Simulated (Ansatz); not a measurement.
This script for Ansatz 0.2.0 through its Python package starts 8 runs on C₂H₃AsO, SMILES O=C1C[AsH]1. What input does the engine get in each?

`c2h3aso_scan.py`:
```python
"""Stretching a bond of C2H3AsO, the rest held rigid."""

import ansatz
from ase import Atoms
import matplotlib.pyplot as plt
import numpy as np

BASIS = "def2-SVP"
XC = "pbe0"


def main() -> None:
    atoms = Atoms(["O", "C", "C", "As", "H", "H", "H"], positions=[
        [-0.42, -2.0539, 0.728],
        [-0.3621, -0.8511, 0.358],
        [0.3248, 0.456, 0.3778],
        [-0.9271, 0.7693, -0.7834],
        [1.3693, 0.3968, -0.0833],
        [0.2494, 0.9856, 1.3669],
        [-0.173, 0.2292, -2.0096],
    ])
    system = ansatz.Crystal.molecule_from_ase(atoms)

    symbols = [site.symbol for site in system.cartesian_sites]
    start = np.array([site.position_ang for site in system.cartesian_sites])
    axis = (start[4] - start[2]) / np.linalg.norm(start[4] - start[2])
    moving = [4]
    lengths, energies = [1.006, 1.052, 1.098, 1.143, 1.189, 1.235, 1.28, 1.349], []
    for length in lengths:
        xyz = start.copy()
        xyz[moving] += (length - np.linalg.norm(start[4] - start[2])) * axis
        point = ansatz.Crystal.molecule()
        for symbol, place in zip(symbols, xyz):
            point = point.atom(symbol, place.tolist())
        base = point.calculation().basis(gaussian=BASIS).functional(XC)
        report = base.run(threads=1).report
        energies.append(report["free_energy_ev"])
        print(f"r = {length:6.3f} A  E = {energies[-1]:.5f} eV  <S^2> = {abs(report['mean_field']['state']['spin_squared']):.3f}")

    # quartic fit about the minimum
    fit = np.polynomial.Polynomial.fit(lengths, np.array(energies) - min(energies), 4).convert()
    roots = [r.real for r in fit.deriv().roots() if abs(r.imag) < 1e-9 and fit.deriv(2)(r.real) > 0]
    r_e = min(roots, key=lambda r: abs(r - lengths[int(np.argmin(energies))]))
    print(f"minimum of the fit at {r_e:.4f} A, force constant {fit.deriv(2)(r_e):.2f} eV/A^2")
    plt.figure(figsize=(4.5, 3))
    plt.plot(lengths, np.array(energies) - min(energies), "o-")
    plt.xlabel("bond length (A)")
    plt.ylabel("E - E(min) (eV)")
    plt.tight_layout()
    plt.savefig("scan.png", dpi=100)


if __name__ == "__main__":
    main()
```

Run 1:
```yaml
crystal:
  periodic: [false, false, false]
  atoms:
    - { symbol: O, position_ang: [-0.42, -2.0539, 0.728] }
    - { symbol: C, position_ang: [-0.3621, -0.8511, 0.358] }
    - { symbol: C, position_ang: [0.3248, 0.456, 0.3778] }
    - { symbol: As, position_ang: [-0.9271, 0.7693, -0.7834] }
    - { symbol: H, position_ang: [1.2438779213745303, 0.40390865203889686, -0.027931765960551455] }
    - { symbol: H, position_ang: [0.2494, 0.9856, 1.3669] }
    - { symbol: H, position_ang: [-0.173, 0.2292, -2.0096] }
basis:
  gaussian:
    orbitals: def2-SVP
hamiltonian:
  xc: pbe0
```

Run 2, against run 1:
```diff
-    - { symbol: H, position_ang: [1.2438779213745303, 0.40390865203889686, -0.027931765960551455] }
+    - { symbol: H, position_ang: [1.285903353167004, 0.40152674149594386, -0.04648411311182917] }
```

Run 3, against run 1:
```diff
-    - { symbol: H, position_ang: [1.2438779213745303, 0.40390865203889686, -0.027931765960551455] }
+    - { symbol: H, position_ang: [1.3279287849594776, 0.3991448309529908, -0.06503646026310689] }
```

Run 4, against run 1:
```diff
-    - { symbol: H, position_ang: [1.2438779213745303, 0.40390865203889686, -0.027931765960551455] }
+    - { symbol: H, position_ang: [1.3690406204086365, 0.396814701074015, -0.08318549551979157] }
```

Run 5, against run 1:
```diff
-    - { symbol: H, position_ang: [1.2438779213745303, 0.40390865203889686, -0.027931765960551455] }
+    - { symbol: H, position_ang: [1.41106605220111, 0.394432790531062, -0.10173784267106928] }
```

Run 6, against run 1:
```diff
-    - { symbol: H, position_ang: [1.2438779213745303, 0.40390865203889686, -0.027931765960551455] }
+    - { symbol: H, position_ang: [1.4530914839935836, 0.392050879988109, -0.120290189822347] }
```

Run 7, against run 1:
```diff
-    - { symbol: H, position_ang: [1.2438779213745303, 0.40390865203889686, -0.027931765960551455] }
+    - { symbol: H, position_ang: [1.4942033194427424, 0.3897207501091332, -0.13843922507903167] }
```

Run 8, against run 1:
```diff
-    - { symbol: H, position_ang: [1.2438779213745303, 0.40390865203889686, -0.027931765960551455] }
+    - { symbol: H, position_ang: [1.5572414671314527, 0.38614788429470365, -0.16626774580594822] }
```

`python c2h3aso_scan.py` gives:
```text
r =  1.006 A  E = -64985.31542 eV  <S^2> = 0.000
r =  1.052 A  E = -64985.45102 eV  <S^2> = 0.000
r =  1.098 A  E = -64985.49337 eV  <S^2> = 0.000
r =  1.143 A  E = -64985.46546 eV  <S^2> = 0.000
r =  1.189 A  E = -64985.38299 eV  <S^2> = 0.000
r =  1.235 A  E = -64985.25956 eV  <S^2> = 0.000
r =  1.280 A  E = -64985.10958 eV  <S^2> = 0.000
r =  1.349 A  E = -64984.84143 eV  <S^2> = 0.000
minimum of the fit at 1.1003 A, force constant 33.43 eV/A^2
```

Reading the output:
- Total energies depend on the basis set; only differences at equal settings carry meaning.
- The rest of the molecule is held rigid at a force-field or estimated start geometry, and the basis set is modest; single-reference methods fail as a bond breaks.
- The orbitals are restricted, so S² is zero by construction.
- Hardware and time: 22 s on 1 thread of Arm Neoverse V2, with other jobs on the host, peak memory 0.28 GiB.
